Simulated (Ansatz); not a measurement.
This script drives Ansatz 0.2.0, Python API.

`run_bend.py`:
```python
"""Bending curve of ClGeHO."""

import logging
import sys

import ansatz
from ase import Atoms

logging.basicConfig(stream=sys.stdout, format="%(levelname)s %(message)s")
logger = logging.getLogger("calc")
logger.setLevel(logging.INFO)

atoms = Atoms(["O", "Ge", "Cl", "H"], positions=[
    (-0.8652, 0.3087, -0.7016),
    (-0.429, -0.414, 0.8274),
    (1.5884, -1.101, 0.6618),
    (-0.2386, 1.1461, -0.8078),
])

# relax first, so that the scan starts from a minimum
first = (
    ansatz.Crystal.molecule_from_ase(atoms).calculation()
    .basis(gaussian="def2-SVP")
    .functional("pbe0")
    .relax(force_tolerance=0.02, max_steps=80)
)
atoms.positions = first.run(threads=1).report["positions_ang"]

rows = []
for angle in [90, 100, 110, 120, 135, 150, 165, 179]:
    bent = atoms.copy()
    bent.set_angle(3, 0, 1, angle, indices=[1, 2])
    calc = (
        ansatz.Crystal.molecule_from_ase(bent).calculation()
        .basis(gaussian="def2-SVP")
        .correlation("mp2")
    )
    rows.append((angle, calc.run(threads=1).report["free_energy_ev"]))
floor = min(e for _, e in rows)
for angle, e in rows:
    logger.info(f"angle H3-O0-Ge1 = {angle:3d} deg   {1000 * (e - floor):9.1f} meV")
```

It is started by `python run_bend.py`. How long does it take on 1 thread of Arm Neoverse N1, on a shared host, and how much memory does it need?

It took about 45 s, with a peak of 0.21 GiB, for 9 runs of the engine.

`python run_bend.py` gives:
```text
INFO angle H3-O0-Ge1 =  90 deg       232.3 meV
INFO angle H3-O0-Ge1 = 100 deg        65.8 meV
INFO angle H3-O0-Ge1 = 110 deg         0.0 meV
INFO angle H3-O0-Ge1 = 120 deg         8.6 meV
INFO angle H3-O0-Ge1 = 135 deg       116.3 meV
INFO angle H3-O0-Ge1 = 150 deg       280.0 meV
INFO angle H3-O0-Ge1 = 165 deg       434.2 meV
INFO angle H3-O0-Ge1 = 179 deg       518.2 meV
```

The scan is rigid, and the energies are electronic, in a modest basis. The zero is the lowest point of the grid, which needn't be the minimum. The start is relaxed with a density functional and scanned with the wavefunction method, so it isn't exactly that method's minimum.
